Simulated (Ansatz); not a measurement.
# H2NTi: the cost of one run

The runs use Ansatz 0.2.0, Gaussian basis; def2-SVP, all electrons in the functionals, frozen cores in the correlation of double hybrids and RPA.

To be run: wB97M-V, B2PLYP, RPA-PBE, at charge 0, doublet; charge 0, quartet; charge 1, singlet; charge 1, triplet; displaced geometry v1; displaced geometry v2.

24 further runs of the same task are left out: 7 for a known fault of the program, 5 that didn't finish, 12 set aside as unsound or not needed.

### Step 1. What is computed

The geometry is a PBE0/def2-TZVP stationary point (not a proven minimum).

4 atoms, charge 0, spin multiplicity 2.

Atoms are counted from 1 here; the program's logs count them from 0.

Bond lengths: Ti1–N2 1.875 Å, N2–H3 1.011 Å, N2–H4 1.015 Å. Angles: Ti1–N2–H3 130.7°, Ti1–N2–H4 120.1°, H3–N2–H4 109.2°.

No dispersion term is added; wB97M-V holds VV10 nonlocal correlation.

The geometry shown and the zero of energy belong to the point charge 0, doublet. The yardstick, UCCSD(T), and other wave-function levels (R restricted, U unrestricted, valence and pair active spaces) come from earlier runs.

### Step 2. wB97M-V, charge 0, doublet

Contents of in.yaml:

```yaml
crystal:
  periodic: [false, false, false]
  atoms:
    - {symbol: Ti, position_ang: [0.000000, 0.000058, 0.488624]}
    - {symbol: N, position_ang: [0.000000, 0.006608, -1.386218]}
    - {symbol: H, position_ang: [0.000000, 0.775484, -2.042665]}
    - {symbol: H, position_ang: [0.000000, -0.870061, -1.898661]}
basis:
  gaussian: {orbitals: def2-SVP}
magnetization: {spin_polarized: true, initial_magnetization: 1}
hamiltonian: {xc: {name: wB97M-V}}
output: {orbitals: {seedname: orbitals}}
```

The run is started by

```sh
$ ansatz run in.yaml --threads 1 --pin off --events-out ev --progress --plain --max-ram 2393MiB
```

**Question.** How long does this run take on 1 thread of Arm Neoverse V2, shared host, and how much memory does it need?

About 2.7 min, with a peak of 0.29 GiB.
